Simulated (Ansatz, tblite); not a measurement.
# The cluster Cd₁₀H₂₈S₁₀: rung by rung

An exercise on one series of results from a longer session: the logs are not shown, and one member is left open.

Method: as each input shows; program: Ansatz 0.2.0, Gaussian basis.

Levels to be run: GFN1-xTB, GFN2-xTB, PBE-D4/def2-TZVP, r2SCAN-D4/def2-TZVP, PBE-D4/def2-SVP, PBE0-D4/def2-SVP.

1 further run of the same task is left out (set aside as unsound or not needed).

## The relaxed structure

The geometry is that of the singlet, from an earlier relaxation (r2SCAN-D4/def2-SVP).

48 atoms, charge 0, spin multiplicity 1.

Bond lengths: Cd1–S12 2.984 Å, Cd1–H21 1.677 Å, Cd1–H22 1.716 Å, Cd2–H23 1.684 Å, Cd2–H24 1.679 Å, Cd3–S14 2.811 Å, Cd3–S16 2.737 Å, Cd3–H25 1.846 Å, Cd3–H26 1.693 Å, Cd4–S12 2.594 Å, Cd4–S17 2.828 Å, Cd4–S18 2.737 Å, Cd4–H27 1.689 Å, Cd5–S14 2.969 Å, Cd5–S19 2.651 Å, Cd5–H25 1.847 Å, Cd5–H28 1.683 Å, Cd6–S11 2.651 Å and more. Angles: S12–Cd1–H21 101.7°, S12–Cd1–H22 90.6°, H21–Cd1–H22 166.6°, H23–Cd2–H24 172.6°, S14–Cd3–S16 100.1°, S14–Cd3–H25 89.8°, S14–Cd3–H26 113.4°, S16–Cd3–H25 94.4°, S16–Cd3–H26 110.0°, H25–Cd3–H26 141.6°, S12–Cd4–S17 95.6°, S12–Cd4–S18 92.4°, S12–Cd4–H27 135.0°, S17–Cd4–S18 107.3°, S17–Cd4–H27 105.6°, S18–Cd4–H27 117.2°, S14–Cd5–S19 77.0°, S14–Cd5–H25 85.0° and more.

Cd takes a core potential in the def2 sets. No spin-orbit coupling is included.

PBE0-D4/def2-TZVP was run before; its log isn't repeated, and its numbers join the tables.

The first run:

Tight binding, by tblite at 300 K electronic temperature and without a spin-polarisation term:

```python
tblite.interface.Calculator('GFN1-xTB', numbers, positions, charge=0, uhf=0).singlepoint()
```

Tight binding, by tblite at 300 K electronic temperature and without a spin-polarisation term:

```python
tblite.interface.Calculator('GFN2-xTB', numbers, positions, charge=0, uhf=0).singlepoint()
```

start.molden holds the orbitals of an earlier run on this state, given as this run's starting guess.

in.yaml

```yaml
crystal:
  periodic: [false, false, false]
  atoms:
    - {symbol: Cd, position_ang: [-5.064995, 1.404965, -0.683548]}
    - {symbol: Cd, position_ang: [-3.052707, -3.327136, 3.571498]}
    - {symbol: Cd, position_ang: [1.792413, -3.660772, -0.470520]}
    - {symbol: Cd, position_ang: [-1.098203, 3.109349, -3.155275]}
    - {symbol: Cd, position_ang: [2.850605, -2.801444, -3.335602]}
    - {symbol: Cd, position_ang: [-0.626906, -0.254629, -0.494265]}
    - {symbol: Cd, position_ang: [-0.639482, 1.943302, 3.097004]}
    - {symbol: Cd, position_ang: [2.058582, -0.205548, 2.622362]}
    - {symbol: Cd, position_ang: [2.958954, 1.909694, -0.723033]}
    - {symbol: Cd, position_ang: [5.176178, -0.277815, -0.242563]}
    - {symbol: S, position_ang: [-2.384652, -1.387118, 1.134856]}
    - {symbol: S, position_ang: [-2.321175, 1.235120, -1.843621]}
    - {symbol: S, position_ang: [-3.317649, 2.679510, 1.528060]}
    - {symbol: S, position_ang: [0.269708, -1.973328, -2.124064]}
    - {symbol: S, position_ang: [0.028424, -2.363432, 3.290230]}
    - {symbol: S, position_ang: [3.223804, -1.795511, 0.931091]}
    - {symbol: S, position_ang: [0.913877, 1.433256, -4.223206]}
    - {symbol: S, position_ang: [-0.100686, 4.223272, -0.862427]}
    - {symbol: S, position_ang: [3.413109, -0.425183, -2.302927]}
    - {symbol: S, position_ang: [0.872538, 1.185258, 0.824825]}
    - {symbol: H, position_ang: [-5.687147, 2.744112, -1.477973]}
    - {symbol: H, position_ang: [-4.814010, -0.062703, 0.168938]}
    - {symbol: H, position_ang: [-3.451541, -1.965489, 4.479379]}
    - {symbol: H, position_ang: [-2.790011, -4.792930, 2.796268]}
    - {symbol: H, position_ang: [3.050360, -3.826540, -1.811768]}
    - {symbol: H, position_ang: [0.853743, -4.588513, 0.590432]}
    - {symbol: H, position_ang: [-1.521203, 4.164303, -4.404123]}
    - {symbol: H, position_ang: [2.819198, -2.979940, -5.008913]}
    - {symbol: H, position_ang: [-1.491179, 0.418960, 3.117599]}
    - {symbol: H, position_ang: [-0.085451, 3.460266, 3.558795]}
    - {symbol: H, position_ang: [2.432354, 0.158117, 4.229836]}
    - {symbol: H, position_ang: [2.455916, 3.146266, -1.776724]}
    - {symbol: H, position_ang: [6.765863, -0.833120, -0.232580]}
    - {symbol: H, position_ang: [4.330960, 1.329576, 0.337941]}
    - {symbol: H, position_ang: [-3.515129, -0.686738, 0.688745]}
    - {symbol: H, position_ang: [-2.009741, -0.432632, 2.137228]}
    - {symbol: H, position_ang: [-2.582703, 0.394012, -2.870960]}
    - {symbol: H, position_ang: [-3.943440, 2.110437, 2.583184]}
    - {symbol: H, position_ang: [-3.774443, 3.916401, 1.830791]}
    - {symbol: H, position_ang: [-0.803913, -2.793050, -2.221742]}
    - {symbol: H, position_ang: [0.690057, -3.506893, 2.989721]}
    - {symbol: H, position_ang: [0.432229, -2.349508, 4.581754]}
    - {symbol: H, position_ang: [3.927810, -2.625141, 1.735103]}
    - {symbol: H, position_ang: [0.761019, 0.249911, -3.568132]}
    - {symbol: H, position_ang: [0.107441, 1.051577, -5.242738]}
    - {symbol: H, position_ang: [-1.313722, 4.366457, -0.273381]}
    - {symbol: H, position_ang: [0.207233, 3.095839, -0.117189]}
    - {symbol: H, position_ang: [3.997700, 0.185171, -3.358354]}
basis:
  gaussian: {orbitals: def2-TZVP, fitting: {mean_field: def2-universal-jkfit}, initial_orbitals: start.molden}
hamiltonian: {xc: pbe, dispersion: d4}
scf: {omitted_lower_state_checks: [starts]}
output: {forces: true, orbitals: {seedname: orbitals}}
```

Started as:

```console
ansatz run in.yaml --threads 4 --pin off --events-out ev --progress --plain --max-ram 66560MiB --backend cuda --devices 0, --max-vram 37GiB
```

Steps of the session up to this table: PBE-D4/def2-TZVP; r2SCAN-D4/def2-TZVP; PBE-D4/def2-SVP; PBE0-D4/def2-SVP.

One table of the session follows, with a row left open; its other results are not shown here.

It belongs to the step «Binding energy». 

```
              level  binding an atom (eV)
    PBE-D4/def2-SVP                 2.146
   PBE-D4/def2-TZVP                 2.121
r2SCAN-D4/def2-TZVP                 2.165
   PBE0-D4/def2-SVP                 2.139
  PBE0-D4/def2-TZVP                     ?
```

Estimate the missing values for PBE0-D4/def2-TZVP.

As computed: binding an atom (eV): 2.118. In the column «binding an atom (eV)» it is the lowest.

To keep in mind: Free atoms were run apart at each level; binding is atoms less cluster, divided by the number of atoms, without zero-point or spin-orbit terms.
